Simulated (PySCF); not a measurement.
# A diatomic session: SrSb+

Aim: find the lowest electronic state of SrSb+, scan its bond at several levels of theory, and get bond length, wavenumber and dissociation energy from each curve.

Program: PySCF 2.14.0. Level of theory: Sr def2-SVP with ECP28, Sb def2-SVP with ECP28, scalar-relativistic core potentials. These are calculated values, not measurements.

## 1. Input

The job is set up so:

* atoms: Sr, Sb
* charge: 1
* basis: Sr def2-SVP with ECP28, Sb def2-SVP with ECP28
* Hamiltonian: scalar-relativistic core potentials
* basis functions: 49
* electrons treated: 32
* masses in u: 87.9056, 120.9038
* levels: PBE0, PBE, r²SCAN, TPSSh, BHandHLYP, PW91, LC-ωPBE, HF, MP2, SCS-MP2, CCSD, CCSD(T)
* grid: 80 radial by 434 angular points
* occupations: held fixed by the projection of orbital angular momentum
* dissociation limit: Sr+ + Sb, each in its ground configuration
* starting distance in angstrom: 3.175
* values of 2S to try: 0, 2, 4

On the command line:

```bash
$ OMP_NUM_THREADS=1 python dia.py task.json out
```

The runs that follow: PBE0 along the bond; Other states along the same grid; PBE (GGA); r²SCAN (meta-GGA); TPSSh (hybrid meta-GGA); BHandHLYP (global hybrid GGA); PW91; LC-ωPBE; ROHF (mean field); MP2 and coupled cluster.

**Question.** What will these runs give? Wanted: for each run, Re; ωe; De; μ.

The runs gave:

Lowest PBE0 solution found, without spin–orbit coupling: ³Σ⁻ (triplet), unpaired electrons π ↑↑. State 2 has its PBE0 minimum 0.30 eV higher, as a spin-mixed determinant (⟨S²⟩ = 1.01), so this is no gap between pure states. State 3 has its PBE0 minimum 0.83 eV higher. State 4 has its PBE0 minimum 1.12 eV higher. The other levels ran on the lowest alone.

```csv
level,Re (Å),ωe (cm⁻¹),De (eV),μ (D)
ROHF,3.209,151.8,0.032,-13.77
ROHF-MP2,3.188,149.1,0.63,n/a
ROHF-SCS-MP2,3.203,145.4,0.63,n/a
ROHF-CCSD,3.239,131.3,0.70,n/a
ROHF-CCSD(T),3.255,126.9,0.79,n/a
PBE,3.147,149.4,1.47,-10.12
PW91,3.140,151.1,1.52,-10.18
r²SCAN,3.134,155.0,1.29,-11.36
TPSSh,3.138,154.2,1.45,-11.18
PBE0,3.133,153.3,1.30,-11.15
BHandHLYP,3.158,150.0,1.12,-11.63
LC-ωPBE,3.096,166.9,1.14,-13.02
```

De is counted to Sr+ + Sb in their ground configurations. A positive dipole points from Sr to Sb; in an ion it is taken about the centre of mass and does not tell which atom is negative.

What this shows: The methods spread over 0.158 Å in bond length, from LC-ωPBE to ROHF-CCSD(T). Among the levels with a De in the table, it runs from 0.032 eV (ROHF) to 1.52 eV (PW91).

Correlated steps freeze 4 core orbitals. Spin–orbit coupling is left out, which matters for elements this heavy, above all for dissociation energies. T1 is 0.037 near the minimum (highest on the curve 0.058), which may point to more than one leading configuration. With spin–orbit coupling the term label itself may not hold.
